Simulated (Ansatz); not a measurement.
**C₂H₆CdFN: a ladder of functionals and wavefunction methods**

An exercise on one series of results from a longer session: the logs are not shown, and one member is left open.

Computed with Ansatz 0.2.0, Gaussian basis. Level: functionals in def2-TZVPP, the program's frozen cores in correlated methods.

Levels to be run: LDA (SPW92), PBE-D4, revPBE-D4, BLYP-D4, r2SCAN-D4, B97M-V, PBE0-D4, B3LYP-D4, r2SCANh-D4, r2SCAN0-D4, HSE06-D4, BHLYP-D4, CAM-B3LYP-D4, LC-ωPBE, ωB97X-V, ωB97M-V, B2PLYP, PBE-QIDH; CCSD(T)/def2-SVP; CCSD(T)/def2-TZVPP; MP2/def2-QZVPP; extrapolation to the limit; RPA on PBE.

### The relaxed structure

All runs share one geometry, relaxed beforehand with PBE0-D4 in a triple-zeta def2 set. Cd takes the def2 core potential; no spin-orbit term is included.

11 atoms, charge 0, spin multiplicity 1.

Atoms are counted from 1 here; the program's logs count them from 0.

Bond lengths: C1–N2 1.443 Å, C1–H6 1.103 Å, C1–H7 1.100 Å, C1–H8 1.093 Å, N2–C3 1.443 Å, N2–Cd4 1.998 Å, C3–H9 1.103 Å, C3–H10 1.093 Å, C3–H11 1.100 Å, Cd4–F5 1.936 Å. Angles: N2–C1–H6 114.2°, N2–C1–H7 109.5°, N2–C1–H8 111.2°, H6–C1–H7 106.7°, H6–C1–H8 107.9°, H7–C1–H8 107.0°, C1–N2–C3 111.5°, C1–N2–Cd4 118.1°, C3–N2–Cd4 118.1°, N2–C3–H9 114.2°, N2–C3–H10 111.2°, N2–C3–H11 109.5°, H9–C3–H10 107.9°, H9–C3–H11 106.7°, H10–C3–H11 107.0°, N2–Cd4–F5 174.6°.

The first run:

in.yaml reads:

```yaml
crystal:
  periodic: [false, false, false]
  atoms:
    - {symbol: C, position_ang: [-1.140348, -0.542278, 0.450319]}
    - {symbol: N, position_ang: [-0.066933, -0.022084, -0.362199]}
    - {symbol: C, position_ang: [1.198235, -0.623074, -0.014114]}
    - {symbol: Cd, position_ang: [-0.091286, 1.921837, -0.823020]}
    - {symbol: F, position_ang: [-0.150962, 3.755403, -1.442525]}
    - {symbol: H, position_ang: [-1.015286, -0.365918, 1.532163]}
    - {symbol: H, position_ang: [-1.209040, -1.631949, 0.313700]}
    - {symbol: H, position_ang: [-2.103349, -0.120492, 0.151117]}
    - {symbol: H, position_ang: [1.507574, -0.453066, 1.031131]}
    - {symbol: H, position_ang: [1.999837, -0.262271, -0.663766]}
    - {symbol: H, position_ang: [1.137057, -1.713008, -0.152207]}
basis:
  gaussian: {orbitals: def2-TZVPP}
hamiltonian: {xc: lda}
output: {orbitals: {seedname: orbitals}}
```

Run with:

```sh
$ ansatz run in.yaml --threads 4 --pin off --events-out ev --progress --plain --max-ram 11315MiB
```

Steps of the session up to this table: LDA; PBE-D4 (GGA); revPBE-D4 (GGA); BLYP-D4 (GGA); r2SCAN-D4 (meta-GGA); B97M-V (meta-GGA); B3LYP-D4 (hybrid); r2SCANh-D4 (hybrid); r2SCAN0-D4 (hybrid); HSE06-D4 (hybrid); BHLYP-D4 (hybrid); CAM-B3LYP-D4 (range-separated); LC-ωPBE (range-separated); ωB97X-V (range-separated); ωB97M-V (range-separated); B2PLYP (double hybrid); PBE-QIDH (double hybrid).

One table of the session follows, with a row left open; its other results are not shown here.

It belongs to the step «Frontier levels by functional». 

| functional | HOMO (eV) | LUMO (eV) | gap (eV) |
| --- | --- | --- | --- |
| LDA (SPW92) | -5.11 | -2.52 | 2.59 |
| PBE-D4 | -4.92 | -2.25 | 2.68 |
| revPBE-D4 | -4.85 | -2.13 | 2.72 |
| BLYP-D4 | -4.85 | -2.23 | 2.62 |
| r2SCAN-D4 | -5.12 | -2.00 | 3.12 |
| B97M-V | ? | ? | ? |
| PBE0-D4 | -6.14 | -1.36 | 4.78 |
| B3LYP-D4 | -5.98 | -1.69 | 4.29 |
| r2SCANh-D4 | -5.58 | -1.68 | 3.91 |
| r2SCAN0-D4 | -6.29 | -1.21 | 5.08 |
| HSE06-D4 | -5.74 | -1.73 | 4.01 |
| BHLYP-D4 | -7.33 | -0.61 | 6.72 |
| CAM-B3LYP-D4 | -7.51 | -0.48 | 7.03 |
| LC-ωPBE | -8.73 | 0.83 | 9.56 |
| ωB97X-V | -8.44 | 0.62 | 9.06 |
| ωB97M-V | -8.39 | 0.34 | 8.72 |

Q: Estimate the row for B97M-V from the others.

The run gave: HOMO (eV): -5.22; LUMO (eV): -2.20; gap (eV): 3.02. In the column «HOMO (eV)» it lies between r2SCANh-D4 (-5.58) and r2SCAN-D4 (-5.12).
